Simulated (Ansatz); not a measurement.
# C2H7O2Y: the cost of one run

Method: the settings change from run to run; program: Ansatz 0.2.0, Gaussian basis.

2 further runs of the same task are left out: 2 for a known fault of the program.

## 1. The relaxed structure

The structure was relaxed beforehand with PBE0-D4 in a triple-zeta def2 set. Y takes a core potential in def2 sets; no spin-orbit term is included.

SMILES `C[O][Y]([CH3])[OH]`, 12 atoms, charge 0, spin multiplicity 1.

Atoms are counted from 1 here; the program's logs count them from 0.

Bond lengths: C1–O2 1.386 Å, C1–H6 1.098 Å, C1–H7 1.098 Å, C1–H8 1.098 Å, O2–Y3 2.018 Å, Y3–C4 2.379 Å, Y3–O5 2.022 Å, C4–H9 1.100 Å, C4–H10 1.098 Å, C4–H11 1.098 Å, O5–H12 0.952 Å. Angles: O2–C1–H6 111.6°, O2–C1–H7 111.3°, O2–C1–H8 111.2°, H6–C1–H7 107.6°, H6–C1–H8 107.6°, H7–C1–H8 107.3°, C1–O2–Y3 173.6°, O2–Y3–C4 114.8°, O2–Y3–O5 124.5°, C4–Y3–O5 116.0°, Y3–C4–H9 110.9°, Y3–C4–H10 113.7°, Y3–C4–H11 113.6°, H9–C4–H10 105.6°, H9–C4–H11 105.6°, H10–C4–H11 106.8°, Y3–O5–H12 172.0°.

## 2. HSE06/def2-SVPD

Options: a point charge of -1.00 e beside it, D3(BJ) dispersion, the search for lower states set to full.

in.yaml

```yaml
crystal:
  periodic: [false, false, false]
  atoms:
    - {symbol: C, position_ang: [-1.975213, 1.676728, 0.611950]}
    - {symbol: O, position_ang: [-0.997969, 0.864002, 0.060217]}
    - {symbol: Y, position_ang: [0.557899, -0.137262, -0.745349]}
    - {symbol: C, position_ang: [1.004652, -2.253286, 0.246714]}
    - {symbol: O, position_ang: [2.105116, 0.734464, -1.711420]}
    - {symbol: H, position_ang: [-1.937687, 2.693357, 0.197986]}
    - {symbol: H, position_ang: [-1.858296, 1.756758, 1.700408]}
    - {symbol: H, position_ang: [-2.979128, 1.276378, 0.419222]}
    - {symbol: H, position_ang: [1.526974, -2.134402, 1.207337]}
    - {symbol: H, position_ang: [1.650768, -2.898806, -0.362998]}
    - {symbol: H, position_ang: [0.099733, -2.832958, 0.473324]}
    - {symbol: H, position_ang: [2.803131, 1.255007, -2.097379]}
basis:
  gaussian: {orbitals: def2-SVPD, point_charges: [{charge: -1.00, position_ang: [6.379, 0.749, 0.367]}]}
hamiltonian: {xc: {name: HSE06}, dispersion: d3bj}
scf: {lower_state_search: full}
output: {forces: true}
```

Command:

```
ansatz run in.yaml --threads 4 --pin off --events-out ev --progress --plain --max-ram 10444MiB
```

**Question.** How long does this run take on 4 threads of INTEL XEON PLATINUM 8581C at 2.10GHz, shared host, and how much memory does it need?

About 6.5 s, with a peak of 0.61 GiB.
